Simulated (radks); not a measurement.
**Excited configurations of As²⁺**

An exercise on one series of results from a longer session: the logs are not shown, and one member is left open.

Program: radks (a radial shooting solver on a logarithmic mesh, Libxc functionals) version 1. Level of theory: Dirac Kohn-Sham, PBE, spin-unpolarised, spherical densities, point nucleus; open shells fill j = l - 1/2 first. These are calculated values, not measurements, unless marked.

### The system

```
element       : arsenic (Z = 33)
charge        : +2
electrons     : 31
configuration : [Ar] 3d10 4s2 4p1
```

The first run:

The run's settings:

```text
Z 33
configuration [Ar] 3d10 4s2 4p1
relativity Dirac
functional pbe,pbe
spin unpolarised
j_filling energy
nucleus point
c 137.035999084
```

Among the steps run: Ground configuration: [Ar] 3d10 4s2 4p1.

One table of the session follows, with a row left open; its other results are not shown here.

It belongs to the step «Ground configuration: [Ar] 3d10 4s2 4p1». Sizes of the orbitals, from the radial functions (bohr):

```
level     <r>  outermost maximum (interpolated)  90 % within  nodes
3s1/2       ?                                 ?            ?      ?
3p1/2  0.6098                             0.515        0.936      1
3p3/2  0.6204                             0.524        0.952      1
3d3/2  0.6726                             0.475         1.13      0
3d5/2  0.6772                             0.478         1.13      0
4s1/2   1.809                              1.57         2.67      3
4p1/2   2.127                              1.81         3.18      2
4p3/2   2.157                              1.83         3.23      2
```

**Question.** Estimate the row for 3s1/2.

The run gave: <r>: 0.5981; outermost maximum (interpolated): 0.522; 90 % within: 0.893; nodes: 2. In the column «<r>» it is the lowest.

Caveats from the session: Spin polarisation and multiplet splitting are left out, so open shells lie too high by an amount that depends on their filling.
